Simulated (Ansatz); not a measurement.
# Li14: the cost of one run

Computed with Ansatz 0.2.0, Gaussian basis. Level: the settings change from run to run.

### 1 The relaxed structure

An earlier B3LYP/def2-SVP relaxation fixed the geometry.

14 atoms, charge 0, spin multiplicity 1.

Atoms are counted from 1 here; the program's logs count them from 0.

Bond lengths: Li1–Li2 3.044 Å, Li1–Li5 2.841 Å, Li1–Li9 3.020 Å, Li2–Li3 2.698 Å, Li2–Li5 2.996 Å, Li2–Li6 2.976 Å, Li2–Li7 2.909 Å, Li2–Li8 3.015 Å, Li2–Li14 3.058 Å, Li3–Li5 3.025 Å, Li3–Li6 3.041 Å, Li3–Li7 2.998 Å, Li3–Li13 3.012 Å, Li3–Li14 3.012 Å, Li4–Li8 3.044 Å, Li4–Li13 2.978 Å, Li5–Li9 2.859 Å, Li5–Li10 3.058 Å and more. Angles: Li2–Li1–Li5 61.1°, Li2–Li1–Li9 61.8°, Li5–Li1–Li9 58.3°, Li1–Li2–Li3 112.9°, Li1–Li2–Li5 56.1°, Li1–Li2–Li6 125.7°, Li1–Li2–Li7 65.2°, Li1–Li2–Li8 113.4°, Li1–Li2–Li14 166.7°, Li3–Li2–Li5 63.9°, Li3–Li2–Li6 64.6°, Li3–Li2–Li7 64.5°, Li3–Li2–Li8 107.1°, Li3–Li2–Li14 62.7°, Li5–Li2–Li6 120.1°, Li5–Li2–Li7 65.1°, Li5–Li2–Li8 103.8°, Li5–Li2–Li14 113.0° and more.

### 2 wB97/def2-TZVP

Options: relativity set to none.

in.yaml

```yaml
crystal:
  periodic: [false, false, false]
  atoms:
    - {symbol: Li, position_ang: [-2.976837, 0.134959, 1.404485]}
    - {symbol: Li, position_ang: [-0.039662, 0.757512, 0.904214]}
    - {symbol: Li, position_ang: [0.528174, 1.116814, -1.709073]}
    - {symbol: Li, position_ang: [3.987811, -2.315343, 0.004399]}
    - {symbol: Li, position_ang: [-1.792475, -0.704030, -1.037281]}
    - {symbol: Li, position_ang: [1.076165, 3.423556, 0.195912]}
    - {symbol: Li, position_ang: [-1.908920, 2.435022, -0.562994]}
    - {symbol: Li, position_ang: [1.827368, -1.374944, 1.930884]}
    - {symbol: Li, position_ang: [-1.026732, -2.168949, 1.295829]}
    - {symbol: Li, position_ang: [-3.818669, -2.662149, 0.151994]}
    - {symbol: Li, position_ang: [1.433241, -4.123710, 0.810080]}
    - {symbol: Li, position_ang: [-1.076111, -3.636155, -1.137816]}
    - {symbol: Li, position_ang: [1.168072, -1.638041, -0.673595]}
    - {symbol: Li, position_ang: [2.909775, 0.741659, 0.096063]}
basis:
  gaussian: {orbitals: def2-TZVP}
hamiltonian: {xc: {name: wB97}, pseudopotentials: {relativity: none}}
scf: {omitted_lower_state_checks: [starts]}
output: {forces: true}
```

Command:

```console
$ ansatz run in.yaml --threads 4 --pin off --events-out ev --progress --plain --max-ram 3916MiB
```

**Question.** How long does this run take on 4 threads of Arm Neoverse V1, shared host, and how much memory does it need?

About 45 s, with a peak of 0.7 GiB.
